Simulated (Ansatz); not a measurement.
# HfN₄H₈: ionisation energy by level of theory

One table from this session's results is given with a row withheld; the runs are named, their logs left out.

The runs use Ansatz 0.2.0, Gaussian basis; unrestricted cation, the program's frozen cores in correlated methods.

Levels to be run: UKS PBE-D4/def2-TZVPP; UKS r2SCAN-D4/def2-TZVPP; UKS PBE0-D4/def2-TZVPP; UKS B3LYP-D4/def2-TZVPP; UKS wB97X-V/def2-TZVPP; UKS wB97M-V/def2-TZVPP; UKS B2PLYP/def2-TZVPP; UHF-CCSD(T)/def2-TZVPP; UHF-MP2/def2-QZVPP; extrapolation to the limit; then −ε(HOMO) from the neutral's earlier runs with LDA (SPW92), PBE-D4, revPBE-D4, BLYP-D4, r2SCAN-D4, B97M-V, PBE0-D4, B3LYP-D4, r2SCANh-D4, r2SCAN0-D4, HSE06-D4, BHLYP-D4, CAM-B3LYP-D4, LC-ωPBE, ωB97X-V, ωB97M-V.

### Structure used throughout

An earlier PBE0-D4 in a triple-zeta def2 set relaxation fixed the geometry. Hf takes the def2 core potential; no spin-orbit term is included.

SMILES `[NH2][Hf]([NH2])([NH2])[NH2]`, 13 atoms, charge 0, spin multiplicity 1.

Atoms are counted from 1 here; the program's logs count them from 0.

Bond lengths: N1–Hf2 2.048 Å, N1–H6 1.010 Å, N1–H7 1.011 Å, Hf2–N3 2.048 Å, Hf2–N4 2.048 Å, Hf2–N5 2.048 Å, N3–H8 1.010 Å, N3–H9 1.011 Å, N4–H10 1.011 Å, N4–H11 1.010 Å, N5–H12 1.011 Å, N5–H13 1.010 Å. Angles: Hf2–N1–H6 127.1°, Hf2–N1–H7 124.3°, H6–N1–H7 108.5°, N1–Hf2–N3 109.9°, N1–Hf2–N4 108.5°, N1–Hf2–N5 110.0°, N3–Hf2–N4 109.9°, N3–Hf2–N5 108.5°, N4–Hf2–N5 110.0°, Hf2–N3–H8 127.0°, Hf2–N3–H9 124.3°, H8–N3–H9 108.5°, Hf2–N4–H10 124.2°, Hf2–N4–H11 127.1°, H10–N4–H11 108.5°, Hf2–N5–H12 124.3°, Hf2–N5–H13 127.0°, H12–N5–H13 108.5°.

The first run:

Contents of in.yaml:

```yaml
crystal:
  periodic: [false, false, false]
  atoms:
    - {symbol: N, position_ang: [-1.758885, 0.990871, -0.343001]}
    - {symbol: Hf, position_ang: [0.000576, 0.000426, 0.000365]}
    - {symbol: N, position_ang: [-0.321094, -1.575371, 1.268499]}
    - {symbol: N, position_ang: [0.722315, -0.681899, -1.790821]}
    - {symbol: N, position_ang: [1.357949, 1.266482, 0.866474]}
    - {symbol: H, position_ang: [-2.621361, 0.895869, 0.173101]}
    - {symbol: H, position_ang: [-1.918996, 1.612631, -1.123732]}
    - {symbol: H, position_ang: [-0.349541, -2.554755, 1.025084]}
    - {symbol: H, position_ang: [-0.404841, -1.491675, 2.272334]}
    - {symbol: H, position_ang: [0.147414, -1.080159, -2.520688]}
    - {symbol: H, position_ang: [1.671046, -0.617151, -2.129838]}
    - {symbol: H, position_ang: [2.178558, 0.962554, 1.372364]}
    - {symbol: H, position_ang: [1.296861, 2.272189, 0.929859]}
basis:
  gaussian: {orbitals: def2-TZVPP}
total_charge: 1
magnetization: {spin_polarized: true, initial_magnetization: 1}
hamiltonian: {xc: pbe, dispersion: d4}
```

Started as:

```console
> ansatz run in.yaml --threads 2 --pin off --events-out ev --progress --plain --max-ram 20480MiB --backend cpu
```

Among the steps run: Cation, UKS PBE-D4/def2-TZVPP; Cation, UKS r2SCAN-D4/def2-TZVPP; Cation, UKS PBE0-D4/def2-TZVPP; Cation, UKS B3LYP-D4/def2-TZVPP; Cation, UKS wB97X-V/def2-TZVPP; Cation, UKS wB97M-V/def2-TZVPP; Cation, UKS B2PLYP (frozen core)/def2-TZVPP; Cation, UHF-CCSD(T)/def2-TZVPP; Cation, UHF-MP2/def2-QZVPP.

One table of the session follows, with a row left open; its other results are not shown here.

For comparison, −ε(HOMO) of the neutral from earlier runs:

| functional | −ε(HOMO) (eV) |
| --- | --- |
| LDA (SPW92) | 5.52 |
| PBE-D4 | 5.33 |
| revPBE-D4 | 5.25 |
| BLYP-D4 | 5.21 |
| r2SCAN-D4 | ? |
| B97M-V | 5.68 |
| PBE0-D4 | 6.71 |
| B3LYP-D4 | 6.47 |
| r2SCANh-D4 | 6.14 |
| r2SCAN0-D4 | 6.92 |
| HSE06-D4 | 6.30 |
| BHLYP-D4 | 8.01 |
| CAM-B3LYP-D4 | 8.16 |
| LC-ωPBE | 9.58 |
| ωB97X-V | 9.20 |
| ωB97M-V | 9.11 |

**Question.** Estimate the row for r2SCAN-D4.

Worked estimate for «−ε(HOMO) (eV)». Against the share of exact exchange, r2SCANh-D4 (0.1, 6.14), r2SCAN0-D4 (0.25, 6.92) give a slope of 5.20 per unit share; at 0 the line stands at 5.62.

As computed: −ε(HOMO) (eV): 5.62. In «−ε(HOMO) (eV)» the line misses by 0.00.

Caveats from the session: The cation may have settled in a state other than its lowest; no search over hole states beyond the program's own was made.
